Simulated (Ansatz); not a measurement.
# C2H8GeS: a ladder of functionals and wavefunction methods

How much do the methods differ for C2H8GeS? The plan is to run it at one geometry with functionals of several rungs and with coupled cluster. The yardstick is the atomisation energy at the CCSD(T) limit.

The runs use Ansatz 0.2.0, Gaussian basis; functionals in def2-TZVPP, the program's frozen cores in correlated methods.

Levels to be run: LDA (SPW92), PBE-D4, revPBE-D4, BLYP-D4, r2SCAN-D4, B97M-V, PBE0-D4, B3LYP-D4, r2SCANh-D4, r2SCAN0-D4, HSE06-D4, BHLYP-D4, CAM-B3LYP-D4, LC-ωPBE, ωB97X-V, ωB97M-V, B2PLYP, PBE-QIDH; CCSD(T)/def2-SVP; CCSD(T)/def2-TZVPP; MP2/def2-QZVPP; extrapolation to the limit; RPA on PBE.

## 1. Structure used throughout

An earlier PBE0-D4 in a triple-zeta def2 set relaxation fixed the geometry.

12 atoms, charge 0, spin multiplicity 1.

Atoms are counted from 1 here; the program's logs count them from 0.

Bond lengths: C1–S2 1.813 Å, C1–H5 1.090 Å, C1–H6 1.091 Å, C1–H7 1.090 Å, S2–Ge3 2.219 Å, Ge3–C4 1.952 Å, Ge3–H8 1.538 Å, Ge3–H9 1.544 Å, C4–H10 1.092 Å, C4–H11 1.090 Å, C4–H12 1.091 Å. Angles: S2–C1–H5 106.8°, S2–C1–H6 111.2°, S2–C1–H7 111.7°, H5–C1–H6 108.6°, H5–C1–H7 108.5°, H6–C1–H7 109.9°, C1–S2–Ge3 99.5°, S2–Ge3–C4 111.2°, S2–Ge3–H8 105.3°, S2–Ge3–H9 108.5°, C4–Ge3–H8 111.4°, C4–Ge3–H9 110.1°, H8–Ge3–H9 110.2°, Ge3–C4–H10 110.1°, Ge3–C4–H11 109.8°, Ge3–C4–H12 110.5°, H10–C4–H11 109.1°, H10–C4–H12 108.5° and more.

## 2. LDA

This LDA is Slater exchange with PW92 correlation.

in.yaml

```yaml
crystal:
  periodic: [false, false, false]
  atoms:
    - {symbol: C, position_ang: [0.404158, 2.019475, 0.261878]}
    - {symbol: S, position_ang: [-0.755003, 1.368297, -0.971437]}
    - {symbol: Ge, position_ang: [-1.062565, -0.668569, -0.146857]}
    - {symbol: C, position_ang: [0.582889, -1.715349, -0.219142]}
    - {symbol: H, position_ang: [0.598587, 3.058032, -0.005994]}
    - {symbol: H, position_ang: [-0.027715, 1.992676, 1.263081]}
    - {symbol: H, position_ang: [1.349436, 1.476509, 0.251643]}
    - {symbol: H, position_ang: [-2.165334, -1.295653, -1.015522]}
    - {symbol: H, position_ang: [-1.543136, -0.538092, 1.314331]}
    - {symbol: H, position_ang: [0.406101, -2.718145, 0.174290]}
    - {symbol: H, position_ang: [0.926972, -1.792417, -1.250703]}
    - {symbol: H, position_ang: [1.362610, -1.241864, 0.378633]}
basis:
  gaussian: {orbitals: def2-TZVPP}
hamiltonian: {xc: lda}
output: {orbitals: {seedname: orbitals}}
```

The run is started by

```
$ ansatz run in.yaml --threads 4 --pin off --events-out ev --progress --plain --max-ram 10444MiB
```

Further steps of the session: PBE-D4 (GGA); revPBE-D4 (GGA); BLYP-D4 (GGA); r2SCAN-D4 (meta-GGA); B97M-V (meta-GGA); B3LYP-D4 (hybrid); r2SCANh-D4 (hybrid); r2SCAN0-D4 (hybrid); HSE06-D4 (hybrid); BHLYP-D4 (hybrid); CAM-B3LYP-D4 (range-separated); LC-ωPBE (range-separated); ωB97X-V (range-separated); ωB97M-V (range-separated); B2PLYP (double hybrid); PBE-QIDH (double hybrid); CCSD(T) in def2-SVP; CCSD(T) in def2-TZVPP; MP2 in def2-QZVPP; RPA on PBE orbitals.

Q: Predict the results of all the runs planned. Wanted: atomisation energy, CCSD(T)/CBS; farthest beyond LDA; mean size of error, GGA; mean size of error, meta-GGA; mean size of error, hybrid; mean size of error, range-separated; mean size of error, double hybrid; gap, smallest and largest; T1 diagnostic.

As calculated:

| quantity | value |
| --- | --- |
| atomisation energy, CCSD(T)/CBS | 4069.8 kJ/mol |
| functionals within 40.7 kJ/mol (1.0 %) | PBE-D4, r2SCAN-D4, B97M-V, PBE0-D4, B3LYP-D4, r2SCANh-D4, r2SCAN0-D4, HSE06-D4, CAM-B3LYP-D4, ωB97X-V, ωB97M-V, PBE-QIDH |
| farthest beyond LDA | BHLYP-D4 (-92.6 kJ/mol) |
| mean size of error, GGA | 43.6 kJ/mol |
| mean size of error, meta-GGA | 11.9 kJ/mol |
| mean size of error, hybrid | 29.1 kJ/mol |
| mean size of error, range-separated | 17.3 kJ/mol |
| mean size of error, double hybrid | 43.5 kJ/mol |
| gap, smallest and largest | 4.85 eV (LDA (SPW92)), 12.01 eV (LC-ωPBE) |
| T1 diagnostic | 0.0103 |
| triples share of the correlation energy | 3.8 % |

In words: LDA overbinds by 509.4 kJ/mol (13 %). PBE-D4 is off by +24.0 kJ/mol. Double hybrids carry the basis error of their MP2 part in triple zeta, and no dispersion term here, so their miss is partly the set-up's. The rungs meta-GGA, range-separated, hybrid miss on average by less than the doubt on the reference (40.7 kJ/mol), so they tie. The reference freezes the cores and leaves out relativity and excitations past (T), and its outer-core shells are covered unevenly, so misses under about 40.7 kJ/mol can't be ranked. Hartree-Fock recovers 74 % of the binding; the rest is correlation. CCSD(T) in def2-SVP is off by -230.0 kJ/mol, worse than the median functional, from the basis alone. The gap grows from 4.8 to 12.0 eV across the functionals, mostly with the share of exact exchange. Correlated methods include outer-core shells of Ge, which these sets cover unevenly.
